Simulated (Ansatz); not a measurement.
# SiH2Br (doublet): the correlation ladder at distance Br1–H2 along a hydrogen transfer = 1.569 Å, cc-pVTZ

Aim: climb from Hartree-Fock through coupled cluster and multireference methods for SiH2Br (doublet) at one geometry and basis, and see what each rung misses.

Method: cc-pVTZ, correlated electrons: outside noble gas; program: Ansatz 0.2.0, Gaussian basis.

The runs, in order: UHF; CCSD(T) on ROHF; CCSD(T) on UHF; BCCD(T) on ROHF; CCSDT(Q) on ROHF; CCSDT(Q) on UHF; CASSCF and NEVPT2, 3 electrons in 3 orbitals; CASSCF and NEVPT2, 13 electrons in 10 orbitals.

### 1 What is computed

The geometry derives from fragments relaxed apart (PBE0/def2-TZVP) and kept rigid, so it is no stationary point. A hydrogen atom is moved between rigid fragments. No spin-orbit coupling is included. The filled d shell of Br counts as core when cores are frozen.

4 atoms, charge 0, spin multiplicity 2.

Atoms are counted from 1 here; the program's logs count them from 0.

Bond lengths: Br1–H2 1.569 Å, H2–Si3 1.638 Å, Si3–H4 1.532 Å. Angles: Br1–H2–Si3 180.0°, H2–Si3–H4 105.0°.

In the tables R marks a restricted open-shell determinant and U an unrestricted one; 'pair' is the active space of 3 electrons in 3 orbitals; 'valence' is the active space of 13 electrons in 10 orbitals; correlation energies count from the lowest restricted Hartree-Fock solution.

### 2 UHF

The input, in.yaml:

```yaml
crystal:
  periodic: [false, false, false]
  atoms:
    - {symbol: Br, position_ang: [-2.094859, 0.369878, 0.000000]}
    - {symbol: H, position_ang: [-0.525859, 0.369878, 0.000000]}
    - {symbol: Si, position_ang: [1.112141, 0.369878, 0.000000]}
    - {symbol: H, position_ang: [1.508576, -1.109635, 0.000000]}
basis:
  gaussian: {orbitals: cc-pVTZ}
magnetization: {spin_polarized: true, initial_magnetization: 1}
hamiltonian: {xc: hf}
output: {orbitals: {seedname: orbitals}}
```

The run is started by

```bash
> ansatz run in.yaml --threads 1 --pin off --events-out ev --progress --plain --max-ram 2816MiB --backend cpu
```

After this run come: CCSD(T) on ROHF; CCSD(T) on UHF; BCCD(T) on ROHF; CCSDT(Q) on ROHF; CCSDT(Q) on UHF; CASSCF and NEVPT2, 3 electrons in 3 orbitals; CASSCF and NEVPT2, 13 electrons in 10 orbitals.

Before running them: what should the planned runs give, taken together? Wanted: correlation energy, UCCSDT(Q); RMP2 from UCCSDT(Q); UMP2 from UCCSDT(Q); RCCSD from UCCSDT(Q); RCCSD(T) from UCCSDT(Q); UCCSD(T) from UCCSDT(Q); RCCSDT(Q) from UCCSDT(Q); NEVPT2 pair from UCCSDT(Q); NEVPT2 valence from UCCSDT(Q).

The runs gave:

| quantity | value |
| --- | --- |
| correlation energy, UCCSDT(Q) | -9.0377 eV |
| RMP2 from UCCSDT(Q) | +1396.4 meV |
| UMP2 from UCCSDT(Q) | +1478.4 meV |
| RCCSD from UCCSDT(Q) | +392.7 meV |
| RCCSD(T) from UCCSDT(Q) | +53.4 meV |
| UCCSD(T) from UCCSDT(Q) | +55.5 meV |
| RCCSDT(Q) from UCCSDT(Q) | +1.9 meV |
| NEVPT2 pair from UCCSDT(Q) | +1367.0 meV |
| NEVPT2 valence from UCCSDT(Q) | +1827.3 meV |
| levels within 1 kcal/mol (43 meV) | RCCSDT, UCCSDT, RCCSDT(Q) |
| T1 diagnostic | 0.021 |
| effectively unpaired electrons | 1.06 |

What this shows: RCCSD(T) misses by +53.4 meV, 0.6 % of the correlation energy. One determinant dominates. Of the multireference levels listed NEVPT2 pair comes nearest (+1367.0 meV). Coupled cluster took another determinant than the lowest Hartree-Fock one. These misses are within one basis and frozen core, not against nature; frozen cores of the runs differ by up to some meV.
